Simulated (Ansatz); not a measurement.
**CaMn2Bi2 (P-3m1): equation of state**

The task here is to estimate one member of a computed series from the others.

Computed with Ansatz 0.2.0 (DFT LDA, scalar-relativistic, plane waves, PAW, unless a step's input says otherwise).

### The starting structure

The structure is trigonal, space group P-3m1 (No. 164). The conventional cell has a = 4.324 Å, b = 4.324 Å, c = 7.558 Å, α = 90.00°, β = 90.00°, γ = 120.00°. Ca (site symmetry -3m) is surrounded by 6 Bi at 3.15 Å. Mn (site symmetry 3m) has 4 Bi at 2.61 to 2.74 Å and 3 Mn at 2.91 Å in its first shell of neighbours. Bi (site symmetry 3m) is surrounded by 4 Mn at 2.61 to 2.74 Å and 3 Ca at 3.15 Å.

As a file:

```cif
data_structure
_symmetry_space_group_name_H-M 'P-3m1'
_symmetry_Int_Tables_number 164
_cell_length_a 4.3243
_cell_length_b 4.3243
_cell_length_c 7.5584
_cell_angle_alpha 90.000
_cell_angle_beta 90.000
_cell_angle_gamma 120.000
_cell_volume 122.40
loop_
_atom_site_label
_atom_site_type_symbol
_atom_site_symmetry_multiplicity
_atom_site_Wyckoff_symbol
_atom_site_fract_x
_atom_site_fract_y
_atom_site_fract_z
_atom_site_occupancy
Ca1 Ca 1 a 0.00000 0.00000 0.00000 1
Mn1 Mn 2 d 0.66667 0.33333 0.59858 1
Bi1 Bi 2 d 0.66667 0.33333 0.25317 1
```

An earlier run at LDA left this cell at 24.480 Å³/atom and 0.00 GPa (12×12×6 mesh). The large moments point both ways and cancel.

Volume factors to run: 0.980, 1.020, 0.960, 1.040.

Set-up of the first run:

File input.yaml:

```yaml
crystal:
  lattice:
    - [4.2952477531, 0.0, 0.0]
    - [-2.1476238766, 3.7197936698, 0.0]
    - [0.0, 0.0, 7.5077017709]
  atoms:
    - { symbol: Ca, position: [0.0, 0.0, 1.883e-06] }
    - { symbol: Mn, position: [0.6666666667, 0.3333333333, 0.5985751308], spin: 3.81 }
    - { symbol: Mn, position: [0.3333333333, 0.6666666667, 0.401423705], spin: -3.81 }
    - { symbol: Bi, position: [0.6666666667, 0.3333333333, 0.2531665567] }
    - { symbol: Bi, position: [0.3333333333, 0.6666666667, 0.7468327245] }
basis:
  ecutwfc: 420
  ecutrho_ratio: 4
kpoints:
  mp_grid: { grid: [12, 12, 6] }
hamiltonian:
  xc: lda
scf:
  occupations: { method: gaussian, width: 0.05 }
output:
  forces: true
  stress: true
  eigenvalues: true
  populations: true
magnetization:
  spin_polarized: true
relax:
  f_tol: 0.01
  max_steps: 40
  cell: { stress_tol: 0.1, fix: [volume] }
```

Run with:

```bash
> ansatz run input.yaml --threads 4 --pin off --max-ram 10240MiB --backend cpu --events-out ev --progress --plain --runs-dir out
```

Among the steps run: Volume × 0.980; At 1.020 of the relaxed volume; Volume × 0.960; Volume × 1.040.

One of the session's tables, all rows but one given; the rest of the session is left out.

It belongs to the step «Energy and pressure against volume». 

```
volume (Å³/atom)  energy (meV/atom)  pressure (GPa)  moment of atom 2 (μB)
          23.501               5.87            1.95                   3.33
          23.991               1.47            0.97                   3.41
          24.480               0.00            0.00                   3.47
          24.970                  ?               ?                      ?
          25.460               5.10           -1.65                   3.58
```

Q: Estimate the row for volume (Å³/atom) = 24.970 from the others.

Worked estimate for «energy (meV/atom)». A straight line through the neighbours (24.480, 0.00) and (25.460, 5.10) gives 0.00 + (5.10 − 0.00) × (24.970 − 24.480) / (25.460 − 24.480) = 2.55; a parabola fitted to 3 rows on both sides gives 1.21.

The run gave: energy (meV/atom): 1.29; pressure (GPa): -0.86; moment of atom 2 (μB): 3.52. In «energy (meV/atom)» the line misses by +1.26 and the parabola by -0.08.

Caveats from the session: Warnings in the runs' records: stability check not made.
